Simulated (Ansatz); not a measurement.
# CH8OSi (built from SMILES C[SiH2]O.[H][H]): search for a transition state

Aim: find the saddle point of a four-centre ligand exchange that is to form Si1–H7, O2–H6 and break Si1–O2, H6–H7, prove it by its vibrations, and relax downhill on both sides to see what it joins.

Method: PBE0-D4, def2-SVP first, then def2-TZVP; program: Ansatz 0.2.0, Gaussian basis.

152 further runs of the same task are left out: 152 set aside as unsound or not needed.

### 1 The starting structure

The guess: 11 atoms, charge 0, spin multiplicity 1.

Atoms are counted from 1 here; the program's logs count them from 0.

Bond lengths: Si1–O2 1.787 Å, Si1–H3 1.454 Å, Si1–H4 1.493 Å, Si1–C5 1.892 Å, O2–H6 1.115 Å, O2–H8 0.974 Å, C5–H9 1.083 Å, C5–H10 1.084 Å, C5–H11 1.086 Å. Angles: O2–Si1–H3 119.3°, O2–Si1–H4 91.5°, O2–Si1–C5 115.2°, H3–Si1–H4 100.2°, H3–Si1–C5 120.1°, H4–Si1–C5 101.3°, Si1–O2–H6 90.1°, Si1–O2–H8 130.6°, H6–O2–H8 139.1°, Si1–C5–H9 111.9°, Si1–C5–H10 110.2°, Si1–C5–H11 111.7°, H9–C5–H10 107.6°, H9–C5–H11 107.7°, H10–C5–H11 107.6°.

As a file:

```
Si   -0.64920    0.05250   -0.12710
O    -0.39520   -1.46800    0.77580
H    -1.66570    0.10140   -1.16560
H    -1.40670    0.64940    1.01310
C     0.85330    1.19870   -0.21570
H     0.13280   -1.90430   -0.10410
H     0.24770   -1.26050   -1.18280
H    -0.60130   -1.69850    1.69970
H     1.35470    1.13560   -1.17410
H     0.54670    2.22890   -0.07340
H     1.58290    0.96480    0.55410
```

Distances that are to change: Si1–H7 1.91 Å, O2–H6 1.12 Å, Si1–O2 1.79 Å, H6–H7 1.26 Å.

### 2 Constrained relaxation of the guess

File hold/in.yaml:

```yaml
crystal:
  periodic: [false, false, false]
  atoms:
    - {symbol: Si, position_ang: [-0.649200, 0.052500, -0.127100]}
    - {symbol: O, position_ang: [-0.395200, -1.468000, 0.775800]}
    - {symbol: H, position_ang: [-1.665700, 0.101400, -1.165600]}
    - {symbol: H, position_ang: [-1.406700, 0.649400, 1.013100]}
    - {symbol: C, position_ang: [0.853300, 1.198700, -0.215700]}
    - {symbol: H, position_ang: [0.132800, -1.904300, -0.104100]}
    - {symbol: H, position_ang: [0.247700, -1.260500, -1.182800]}
    - {symbol: H, position_ang: [-0.601300, -1.698500, 1.699700]}
    - {symbol: H, position_ang: [1.354700, 1.135600, -1.174100]}
    - {symbol: H, position_ang: [0.546700, 2.228900, -0.073400]}
    - {symbol: H, position_ang: [1.582900, 0.964800, 0.554100]}
basis:
  gaussian: {orbitals: def2-SVP}
hamiltonian: {xc: pbe0, dispersion: d4}
relax: {f_tol: 0.04, max_steps: 150, escape_saddle: false, constraints: [{distance: [0, 6]}, {distance: [1, 5]}, {distance: [0, 1]}, {distance: [5, 6]}]}
```

On the command line:

```sh
ansatz run in.yaml --threads 4 --pin off --events-out ev --progress --plain --max-ram 9574MiB
```

The log of the run, shortened:

```text
Functional definition: PBE0
  name "PBE0"
  cite "Adamo & Barone, J. Chem. Phys. 110, 6158 (1999) doi:10.1063/1.478522"
  cite "Perdew, Burke & Ernzerhof, Phys. Rev. Lett. 77, 3865 (1996) doi:10.1103/PhysRevLett.77.3865"
  parent pbe
[...]
918 factors; integrals over basis functions are off by at most 3.8e-4 eV
[...]
mean field -11078.32207348 eV, -407.1208270441 hartree, gradient 7.8e-5 eV, S^2 0.000000; 0 other end points of the search recorded, 0 dependent functions left out
[...]
reference -11078.32210031 eV, -407.1208280299 hartree; 18, 18 occupied and 68, 68 virtual orbitals, 918 factors
relax step   1: F+E_penalty+E_count = -11078.47277654 eV  Δ(F+E_penalty+E_count) = +0.000e0 eV  max|allowed force component| = 1.044e0 eV/Å  Δτ_max = 0.0000 Å  (23 SCF iters, accepted)
[...]
relax step   3: F+E_penalty+E_count = -11078.53651699 eV  Δ(F+E_penalty+E_count) = -5.080e-3 eV  max|allowed force component| = 4.810e-2 eV/Å  Δτ_max = 0.0231 Å  (24 SCF iters, accepted)
[...]
relax step   5: F+E_penalty+E_count = -11078.53901671 eV  Δ(F+E_penalty+E_count) = -1.792e-3 eV  max|allowed force component| = 2.156e-1 eV/Å  Δτ_max = 0.0945 Å  (23 SCF iters, accepted)
[...]
relax step   7: F+E_penalty+E_count = -11078.54386467 eV  Δ(F+E_penalty+E_count) = -4.848e-3 eV  max|allowed force component| = 2.232e-1 eV/Å  Δτ_max = 0.0480 Å  (23 SCF iters, accepted)
[...]
  distance Si 0 - O 1 held at 1.786523 Å   reaction = -1.0243e0 eV/Å
  distance H 5 - H 6 held at 1.261457 Å   reaction = +7.7038e-1 eV/Å
918 factors; integrals over basis functions are off by at most 3.8e-4 eV
mean field -11078.41921830 eV, -407.1243970502 hartree, gradient 2.6e-5 eV, S^2 0.000000; 1 other end points of the search recorded, 0 dependent functions left out
[...]
reference -11078.41924494 eV, -407.1243980291 hartree; 18, 18 occupied and 68, 68 virtual orbitals, 918 factors
Total energy: -11078.57006855 eV, -407.1299406948 hartree
Atom 0 at    -0.575905     0.047068    -0.054008 Å, force    -0.085165     0.738991    -0.652102 eV/Å
Atom 1 at    -0.266558    -1.427023     0.906734 Å, force     0.163045    -0.832731     0.566484 eV/Å
Atom 2 at    -1.633974     0.001203    -1.106901 Å, force     0.011976    -0.008981     0.003003 eV/Å
Atom 3 at    -1.353270     0.640963     1.113749 Å, force     0.006983    -0.009542     0.005766 eV/Å
Atom 4 at     0.859064     1.231660    -0.267964 Å, force    -0.007561     0.021397     0.012045 eV/Å
Atom 5 at     0.102634    -1.841474    -0.060371 Å, force     0.160619     0.334344    -0.693506 eV/Å
Atom 6 at     0.325174    -1.234865    -1.143781 Å, force    -0.232123    -0.263521     0.761954 eV/Å
Atom 7 at    -0.935810    -1.827283     1.486561 Å, force    -0.011610     0.018058     0.000639 eV/Å
Atom 8 at     1.309452     1.156210    -1.267354 Å, force    -0.006856    -0.002352    -0.001449 eV/Å
Atom 9 at     0.532369     2.266397    -0.080238 Å, force     0.004891     0.007701    -0.001983 eV/Å
Atom 10 at     1.636823     0.987145     0.473473 Å, force    -0.004199    -0.003364    -0.000851 eV/Å
Dipole moment:    -0.115658    -0.287948     0.393088 e Å
```

It took 24 s on 4 threads of Intel Xeon Platinum 8259CL at 2.50GHz, shared host.

Step by step: (the energy doesn't fall at every step)

```tsv
step	energy from step 1 (eV)	largest force component (eV/Å)
1	0.0000	1.0444
2	-0.0587	0.2945
3	-0.0637	0.0481
4	-0.0644	0.0245
5	-0.0662	0.2156
6	-0.0638	0.6554
7	-0.0711	0.2232
8	-0.0760	0.7301
9	-0.0940	0.1127
10	-0.0522	0.6496
11	-0.0973	0.0227
```

Distances of close pairs at the start and the end, largest changes first:

```tsv
bond	before (Å)	after (Å)	change (Å)
Si1–H3	1.454	1.493	+0.039
Si1–H4	1.493	1.523	+0.030
Si1–C5	1.892	1.873	-0.019
C5–H10	1.084	1.101	+0.017
C5–H11	1.086	1.102	+0.016
C5–H9	1.083	1.099	+0.015
O2–H8	0.974	0.972	-0.003
Si1–O2	1.787	1.787	-0.000
```

### 3 A starting Hessian

File hessian/in.yaml:

```yaml
crystal:
  periodic: [false, false, false]
  atoms:
    - {symbol: Si, position_ang: [-0.575905, 0.047068, -0.054008]}
    - {symbol: O, position_ang: [-0.266558, -1.427023, 0.906734]}
    - {symbol: H, position_ang: [-1.633974, 0.001203, -1.106901]}
    - {symbol: H, position_ang: [-1.353270, 0.640963, 1.113749]}
    - {symbol: C, position_ang: [0.859064, 1.231660, -0.267964]}
    - {symbol: H, position_ang: [0.102634, -1.841474, -0.060371]}
    - {symbol: H, position_ang: [0.325174, -1.234865, -1.143781]}
    - {symbol: H, position_ang: [-0.935810, -1.827283, 1.486561]}
    - {symbol: H, position_ang: [1.309452, 1.156210, -1.267354]}
    - {symbol: H, position_ang: [0.532369, 2.266397, -0.080238]}
    - {symbol: H, position_ang: [1.636823, 0.987145, 0.473473]}
basis:
  gaussian: {orbitals: def2-SVP}
hamiltonian: {xc: pbe0, dispersion: d4}
phonons: {}
scf: {lower_state_search: off}
```

On the command line:

```sh
ansatz run in.yaml --threads 4 --pin off --events-out ev --progress --plain --max-ram 9574MiB
```

The log of the run, shortened:

```text
[... 5 set-up lines as earlier in the session ...]
[...]
919 factors; integrals over basis functions are off by at most 3.7e-4 eV
[...]
mean field -11078.41922158 eV, -407.1243971709 hartree, gradient 8.0e-6 eV, S^2 0.000000; 0 other end points of the search recorded, 0 dependent functions left out
[...]
reference -11078.41924832 eV, -407.1243981533 hartree; 18, 18 occupied and 68, 68 virtual orbitals, 919 factors
[... from here to the last solve, the lines of the solves are left out (65 solves) ...]
919 factors; integrals over basis functions are off by at most 3.7e-4 eV
mean field -11078.41917063 eV, -407.1243952985 hartree, gradient 2.0e-6 eV, S^2 0.000000; 0 other end points of the search recorded, 0 dependent functions left out
[...]
WARN: phonons: modes at or below zero, which the zero-point energy, F, S and C_V leave out: 1, the lowest at -1295.27 cm⁻¹. A minimum has none, and a first-order saddle one
[...]
Atom 4 at     0.859064     1.231660    -0.267964 Å, force    -0.007739     0.021551     0.012080 eV/Å
Atom 5 at     0.102634    -1.841474    -0.060371 Å, force     0.160507     0.334028    -0.693540 eV/Å
Atom 6 at     0.325174    -1.234865    -1.143781 Å, force    -0.232190    -0.263387     0.762263 eV/Å
Atom 7 at    -0.935810    -1.827283     1.486561 Å, force    -0.011597     0.018044     0.000638 eV/Å
Atom 8 at     1.309452     1.156210    -1.267354 Å, force    -0.006810    -0.002328    -0.001435 eV/Å
Atom 9 at     0.532369     2.266397    -0.080238 Å, force     0.004914     0.007700    -0.001968 eV/Å
Atom 10 at     1.636823     0.987145     0.473473 Å, force    -0.004194    -0.003423    -0.000887 eV/Å
Dipole moment:    -0.115659    -0.287949     0.393087 e Å
Vibrations: -1295.27 138.84 172.36 319.94 442.23 521.95 626.24 700.02 742.74 777.56 837.71 912.84 932.27 1012.30 1054.86 1259.23 1295.36 1417.72 1428.23 1435.04 2075.43 2129.05 2221.17 3058.55 3158.42 3185.53 3764.83 cm⁻¹, zero-point energy 2.208185 eV
Checks for a lower state left out: stability, starts, cluster_reference, orbital_swaps, neighbouring_geometries, increment
```

It took 68 s on 4 threads of Intel Xeon Platinum 8259CL at 2.50GHz, shared host.

The structure is not stationary yet, so these wavenumbers are no spectrum; the search needs only the force constants.

### 4 Saddle search in the small basis

The search itself is an outer loop (partitioned rational-function steps, Bofill update of the Hessian). Each step is one single-point run with forces. It stops when the largest force is under 0.04 eV/Å and the followed curvature is negative. The first step's input:

File presaddle/in.yaml:

```yaml
crystal:
  periodic: [false, false, false]
  atoms:
    - {symbol: Si, position_ang: [-0.575905, 0.047068, -0.054008]}
    - {symbol: O, position_ang: [-0.266558, -1.427023, 0.906734]}
    - {symbol: H, position_ang: [-1.633974, 0.001203, -1.106901]}
    - {symbol: H, position_ang: [-1.353270, 0.640963, 1.113749]}
    - {symbol: C, position_ang: [0.859064, 1.231660, -0.267964]}
    - {symbol: H, position_ang: [0.102634, -1.841474, -0.060371]}
    - {symbol: H, position_ang: [0.325174, -1.234865, -1.143781]}
    - {symbol: H, position_ang: [-0.935810, -1.827283, 1.486561]}
    - {symbol: H, position_ang: [1.309452, 1.156210, -1.267354]}
    - {symbol: H, position_ang: [0.532369, 2.266397, -0.080238]}
    - {symbol: H, position_ang: [1.636823, 0.987145, 0.473473]}
basis:
  gaussian: {orbitals: def2-SVP}
hamiltonian: {xc: pbe0, dispersion: d4}
output: {forces: true}
scf: {lower_state_search: off}
```

On the command line:

```sh
ansatz run in.yaml --threads 4 --pin off --events-out ev --progress --plain --max-ram 9574MiB
```

Step by step:

```tsv
step	energy (eV)	largest force (eV/Å)	followed curvature (eV/Å²)
1	-11078.57007	0.8327	-8.75
2	-11078.66204	0.6012	-9.05
3	-11078.67296	0.1291	-8.91
4	-11078.66268	0.7191	-8.90
5	-11078.66806	0.4573	-8.89
6	-11078.67416	0.1576	-8.89
7	-11078.67534	0.0638	-8.84
8	-11078.67576	0.0365	-8.84
```

The 8 steps took 8.5 s in all (4 threads of Intel Xeon Platinum 8259CL at 2.50GHz, shared host).

### 5 Saddle search in triple zeta

The search itself is an outer loop (partitioned rational-function steps, Bofill update of the Hessian). Each step is one single-point run with forces. It stops when the largest force is under 0.01 eV/Å and the followed curvature is negative. The first step's input:

File saddle/in.yaml:

```yaml
crystal:
  periodic: [false, false, false]
  atoms:
    - {symbol: Si, position_ang: [-0.559525, 0.054373, -0.074808]}
    - {symbol: O, position_ang: [-0.226750, -1.496116, 0.989080]}
    - {symbol: H, position_ang: [-1.620415, 0.047304, -1.131391]}
    - {symbol: H, position_ang: [-1.331851, 0.619258, 1.105209]}
    - {symbol: C, position_ang: [0.869882, 1.247844, -0.290374]}
    - {symbol: H, position_ang: [0.089676, -1.790403, -0.041539]}
    - {symbol: H, position_ang: [0.252502, -1.213170, -1.026497]}
    - {symbol: H, position_ang: [-0.975880, -1.938328, 1.420514]}
    - {symbol: H, position_ang: [1.323481, 1.165271, -1.288376]}
    - {symbol: H, position_ang: [0.531829, 2.281798, -0.119260]}
    - {symbol: H, position_ang: [1.647052, 1.022169, 0.457341]}
basis:
  gaussian: {orbitals: def2-TZVP}
hamiltonian: {xc: pbe0, dispersion: d4}
output: {forces: true}
scf: {lower_state_search: off}
```

On the command line:

```sh
ansatz run in.yaml --threads 4 --pin off --events-out ev --progress --plain --max-ram 9574MiB
```

Step by step:

```tsv
step	energy (eV)	largest force (eV/Å)	followed curvature (eV/Å²)
1	-11085.27699	0.2649	-8.84
2	-11085.28665	0.0761	-8.68
3	-11085.28692	0.0090	-8.60
```

The 3 steps took 4.3 s in all (4 threads of Intel Xeon Platinum 8259CL at 2.50GHz, shared host).

Geometry at the end of the search:

```mol
CH8OSi
  3D, bonds by distance, orders not assigned

 11  9  0  0  0  0  0  0  0  0999 V2000
   -0.5518    0.0448   -0.0776 Si  0  0
   -0.2193   -1.4837    0.9889 O   0  0
   -1.6093    0.0420   -1.1272 H   0  0
   -1.3240    0.6054    1.0948 H   0  0
    0.8653    1.2409   -0.2886 C   0  0
    0.0853   -1.7880   -0.0293 H   0  0
    0.2510   -1.1955   -1.0258 H   0  0
   -0.9784   -1.9100    1.4082 H   0  0
    1.3089    1.1685   -1.2823 H   0  0
    0.5298    2.2649   -0.1072 H   0  0
    1.6423    1.0108    0.4459 H   0  0
  1  2  8  0
  1  3  8  0
  1  4  8  0
  1  5  8  0
  2  6  8  0
  2  8  8  0
  5  9  8  0
  5 10  8  0
  5 11  8  0
M  END
```

Followed mode, largest move set to 1: H6 (-0.24, -0.41, 0.88); H7 (-0.12, 0.43, -0.13); Si1 (0.12, 0.01, -0.34); H8 (0.06, -0.22, -0.10).

### 6 Checking the order of the point

File vib/in.yaml:

```yaml
crystal:
  periodic: [false, false, false]
  atoms:
    - {symbol: Si, position_ang: [-0.551781, 0.044780, -0.077552]}
    - {symbol: O, position_ang: [-0.219280, -1.483743, 0.988909]}
    - {symbol: H, position_ang: [-1.609304, 0.042011, -1.127238]}
    - {symbol: H, position_ang: [-1.323975, 0.605382, 1.094799]}
    - {symbol: C, position_ang: [0.865291, 1.240860, -0.288596]}
    - {symbol: H, position_ang: [0.085315, -1.787952, -0.029349]}
    - {symbol: H, position_ang: [0.251002, -1.195521, -1.025768]}
    - {symbol: H, position_ang: [-0.978390, -1.909996, 1.408214]}
    - {symbol: H, position_ang: [1.308938, 1.168545, -1.282262]}
    - {symbol: H, position_ang: [0.529849, 2.264882, -0.107176]}
    - {symbol: H, position_ang: [1.642335, 1.010753, 0.445917]}
basis:
  gaussian: {orbitals: def2-TZVP}
hamiltonian: {xc: pbe0, dispersion: d4}
phonons: {temperatures: {t_min: 298.15, t_max: 900, t_step: 200}}
```

On the command line:

```sh
ansatz run in.yaml --threads 4 --pin off --events-out ev --progress --plain --max-ram 9574MiB
```

The log of the run, shortened:

```text
[... 5 set-up lines as earlier in the session ...]
[...]
951 factors; their error is unknown
[...]
mean field -11085.14597090 eV, -407.3716006489 hartree, gradient 1.6e-5 eV, S^2 0.000000; 0 other end points of the search recorded, 0 dependent functions left out
[...]
reference -11085.14600088 eV, -407.3716017507 hartree; 18, 18 occupied and 129, 129 virtual orbitals, 951 factors
[... from here to the last solve, the lines of the solves are left out (65 solves) ...]
951 factors; their error is unknown
mean field -11085.14591942 eV, -407.3715987570 hartree, gradient 1.4e-6 eV, S^2 0.000000; 0 other end points of the search recorded, 0 dependent functions left out
[...]
reference -11085.14594940 eV, -407.3715998587 hartree; 18, 18 occupied and 129, 129 virtual orbitals, 951 factors
[...]
WARN: phonons: modes at or below zero, which the zero-point energy, F, S and C_V leave out: 1, the lowest at -1113.91 cm⁻¹. A minimum has none, and a first-order saddle one
[...]
Atom 3 at    -1.323975     0.605382     1.094799 Å, force    -0.001010    -0.000916    -0.002478 eV/Å
Atom 4 at     0.865291     1.240860    -0.288596 Å, force     0.001288     0.001325     0.001673 eV/Å
Atom 5 at     0.085315    -1.787952    -0.029349 Å, force     0.001776    -0.003175     0.000837 eV/Å
Atom 6 at     0.251002    -1.195521    -1.025768 Å, force    -0.004999    -0.002864     0.000403 eV/Å
Atom 7 at    -0.978390    -1.909996     1.408214 Å, force     0.008960     0.001934    -0.004220 eV/Å
Atom 8 at     1.308938     1.168545    -1.282262 Å, force     0.002943     0.001070    -0.001012 eV/Å
Atom 9 at     0.529849     2.264882    -0.107176 Å, force     0.000483    -0.000255    -0.000233 eV/Å
Atom 10 at     1.642335     1.010753     0.445917 Å, force    -0.001371     0.000258    -0.000326 eV/Å
Dipole moment:    -0.087344    -0.274981     0.204023 e Å
Vibrations: -1113.91 96.21 147.87 352.48 453.65 501.75 555.02 678.38 710.39 825.59 903.93 925.75 981.54 1002.79 1094.65 1271.30 1360.27 1445.68 1449.85 1623.89 2070.41 2120.57 2190.53 3050.24 3130.12 3152.94 3800.32 cm⁻¹, zero-point energy 2.225276 eV
```

It took 96 s on 4 threads of Intel Xeon Platinum 8259CL at 2.50GHz, shared host.

Wavenumbers and character of the modes:

```tsv
mode	wavenumber (cm⁻¹)	character
1	1114i	changes Si1–H7, O2–H6, H6–H7
2	96	bend
3	148	torsion
4	352	torsion
5	454	bend
6	502	bend with torsion
7	555	Si–O stretch with bend
8	678	bend with torsion
9	710	Si–C stretch
10	826	bend
11	904	bend with torsion
12	926	not assigned (largely outside the bonds, angles and torsions drawn)
13	982	not assigned (largely outside the bonds, angles and torsions drawn)
14	1003	bend with torsion
15	1095	torsion with bend
16	1271	bend
17	1360	not assigned (largely outside the bonds, angles and torsions drawn)
18	1446	bend
19	1450	bend
20	1624	not assigned (largely outside the bonds, angles and torsions drawn)
21	2070	Si–H stretch
22	2121	O–H stretch with bend
23	2191	Si–H stretch
24	3050	C–H stretch
25	3130	C–H stretch
26	3153	C–H stretch
27	3800	O–H stretch
```

Vibrational sums (real modes only):

```tsv
T (K)	entropy (J/mol/K)	heat capacity (J/mol/K)
298	45.1	58.6
498	85.2	98.7
698	123.3	127.0
898	157.8	147.1
```

### 7 Relaxing after a step of 0.30 Å one way along the mode

File downa/in.yaml:

```yaml
crystal:
  periodic: [false, false, false]
  atoms:
    - {symbol: Si, position_ang: [-0.515919, 0.046496, -0.179752]}
    - {symbol: O, position_ang: [-0.197708, -1.529846, 0.973385]}
    - {symbol: H, position_ang: [-1.642923, 0.093872, -1.151408]}
    - {symbol: H, position_ang: [-1.293338, 0.559795, 1.071528]}
    - {symbol: C, position_ang: [0.875323, 1.275870, -0.298785]}
    - {symbol: H, position_ang: [0.014336, -1.909728, 0.235477]}
    - {symbol: H, position_ang: [0.215815, -1.066595, -1.064393]}
    - {symbol: H, position_ang: [-0.959759, -1.977081, 1.377740]}
    - {symbol: H, position_ang: [1.319892, 1.186227, -1.290903]}
    - {symbol: H, position_ang: [0.538544, 2.294625, -0.111871]}
    - {symbol: H, position_ang: [1.645739, 1.026365, 0.438882]}
basis:
  gaussian: {orbitals: def2-TZVP}
hamiltonian: {xc: pbe0, dispersion: d4}
relax: {f_tol: 0.005, max_steps: 200}
```

On the command line:

```sh
ansatz run in.yaml --threads 4 --pin off --events-out ev --progress --plain --max-ram 9574MiB
```

The log of the run, shortened:

```text
[... 5 set-up lines as earlier in the session ...]
[...]
951 factors; their error is unknown
[...]
mean field -11084.83513444 eV, -407.3601776197 hartree, gradient 3.3e-5 eV, S^2 0.000000; 0 other end points of the search recorded, 0 dependent functions left out
[...]
reference -11084.83516439 eV, -407.3601787202 hartree; 18, 18 occupied and 129, 129 virtual orbitals, 951 factors
relax step   1: F+E_penalty+E_count = -11084.97186307 eV  Δ(F+E_penalty+E_count) = +0.000e0 eV  max|allowed force component| = 7.856e0 eV/Å  Δτ_max = 0.0000 Å  (25 SCF iters, accepted)
[...]
Atom 1 at     0.477272    -1.855226     1.479472 Å, force     0.001301     0.000677     0.000765 eV/Å
Atom 2 at    -1.559159     1.177832    -1.702931 Å, force    -0.000115    -0.000290    -0.000233 eV/Å
Atom 3 at    -1.679382     0.178390     0.477448 Å, force     0.000165    -0.000458     0.000127 eV/Å
Atom 4 at     0.813711     1.164500    -0.257586 Å, force     0.001313     0.000785    -0.000671 eV/Å
Atom 5 at     0.294811    -2.372110     0.690790 Å, force    -0.000965     0.000015     0.000089 eV/Å
Atom 6 at    -0.588316    -0.985830    -1.324470 Å, force    -0.000191     0.000476     0.000455 eV/Å
Atom 7 at    -0.387873    -1.646869     1.840811 Å, force    -0.000282    -0.000517    -0.000929 eV/Å
Atom 8 at     1.446452     1.293016    -1.138627 Å, force    -0.000501    -0.000319     0.001038 eV/Å
Atom 9 at     0.645041     2.148685     0.185161 Å, force     0.000070    -0.001341     0.000022 eV/Å
Atom 10 at     1.341728     0.540043     0.465550 Å, force    -0.000700     0.000485    -0.000412 eV/Å
Dipole moment:    -0.165466    -0.039871    -0.071130 e Å
```

Wall time 41 s (4 threads of Intel Xeon Platinum 8259CL at 2.50GHz, shared host).

Relaxation path: (the energy doesn't fall at every step)

```tsv
step	energy from step 1 (eV)	largest force component (eV/Å)
1	0.0000	7.8564
2	-0.6531	0.7561
3	-0.8660	1.0906
4	-1.2580	0.9399
5	-1.5956	0.5902
6	-1.7886	0.5818
7	-1.8800	0.2705
8	-1.8951	0.1807
9	-1.8386	0.5155
10	-1.9068	0.1339
11	-1.9057	0.4122
12	-1.9095	0.0363
13	-1.9109	0.0380
14	-1.9113	0.0214
15	-1.9115	0.0336
16	-1.9115	0.0074
17	-1.9116	0.0049
18	-1.9116	0.0150
19	-1.9116	0.0059
20	-1.9116	0.0028
21	-1.9116	0.0013
```

Close pairs (by a distance rule), those that changed most:

```tsv
bond	before (Å)	after (Å)	change (Å)
Si1–O2	1.979	3.370	+1.391
Si1–H7	1.599	1.491	-0.108
O2–H6	0.857	0.960	+0.104
Si1–H4	1.560	1.490	-0.070
O2–H8	0.972	0.960	-0.011
Si1–C5	1.860	1.865	+0.005
C5–H11	1.095	1.092	-0.004
C5–H10	1.089	1.092	+0.003
```

(Part 1 of 2 ends here.)
